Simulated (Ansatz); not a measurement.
**ClH5HfN2O: small, medium and large basis sets**

The task here is to estimate one member of a computed series from the others.

The runs use Ansatz 0.2.0, Gaussian basis; one geometry, several basis sets.

Levels to be run: PBE0-D4/def2-SVP; ωB97M-V/def2-SVP; PBE0-D4/def2-QZVPP; ωB97M-V/def2-QZVPP; the functionals' def2-TZVPP values are taken from earlier runs.

### The relaxed structure

An earlier PBE0-D4 in a triple-zeta def2 set relaxation fixed the geometry. Hf takes the def2 core potential; no spin-orbit term is included.

10 atoms, charge 0, spin multiplicity 1.

Atoms are counted from 1 here; the program's logs count them from 0.

Bond lengths: N1–Hf2 2.023 Å, N1–H6 1.011 Å, N1–H7 1.010 Å, Hf2–N3 2.029 Å, Hf2–O4 1.925 Å, Hf2–Cl5 2.385 Å, N3–H8 1.011 Å, N3–H9 1.010 Å, O4–H10 0.953 Å. Angles: Hf2–N1–H6 124.9°, Hf2–N1–H7 125.9°, H6–N1–H7 108.9°, N1–Hf2–N3 105.6°, N1–Hf2–O4 106.7°, N1–Hf2–Cl5 112.9°, N3–Hf2–O4 112.2°, N3–Hf2–Cl5 108.0°, O4–Hf2–Cl5 111.3°, Hf2–N3–H8 125.7°, Hf2–N3–H9 125.5°, H8–N3–H9 108.8°, Hf2–O4–H10 149.7°.

The first run:

File in.yaml:

```yaml
crystal:
  periodic: [false, false, false]
  atoms:
    - {symbol: N, position_ang: [1.531861, 0.938450, -0.222593]}
    - {symbol: Hf, position_ang: [-0.203812, -0.068876, -0.480769]}
    - {symbol: N, position_ang: [-1.209977, 0.119090, 1.271117]}
    - {symbol: O, position_ang: [0.267082, -1.897356, -0.857150]}
    - {symbol: Cl, position_ang: [-1.563122, 0.850424, -2.211474]}
    - {symbol: H, position_ang: [1.613130, 1.943948, -0.154301]}
    - {symbol: H, position_ang: [2.458271, 0.536806, -0.246425]}
    - {symbol: H, position_ang: [-2.168976, -0.156177, 1.432769]}
    - {symbol: H, position_ang: [-0.834302, 0.507565, 2.123884]}
    - {symbol: H, position_ang: [0.192947, -2.825072, -0.652157]}
basis:
  gaussian: {orbitals: def2-SVP}
hamiltonian: {xc: pbe0, dispersion: d4}
output: {orbitals: {seedname: orbitals}}
```

Steps of the session up to this table: PBE0-D4 in def2-SVP; ωB97M-V in def2-SVP; PBE0-D4 in def2-QZVPP; ωB97M-V in def2-QZVPP.

One table of the session follows, with a row left open; its other results are not shown here.

It belongs to the step «Density functionals: the series». 

```
functional       basis  HOMO (eV)  LUMO (eV)
   PBE0-D4    def2-SVP      -7.26       0.03
   PBE0-D4  def2-TZVPP      -7.39      -0.11
   PBE0-D4  def2-QZVPP          ?          ?
   ωB97M-V    def2-SVP      -9.61       1.29
   ωB97M-V  def2-TZVPP      -9.76       1.06
   ωB97M-V  def2-QZVPP      -9.82       0.46
```

**Question.** Estimate the row for PBE0-D4, def2-QZVPP.

**Answer.** HOMO (eV): -7.45; LUMO (eV): -0.42. In the column «HOMO (eV)» it lies between ωB97M-V, def2-SVP (-9.61) and PBE0-D4, def2-TZVPP (-7.39).
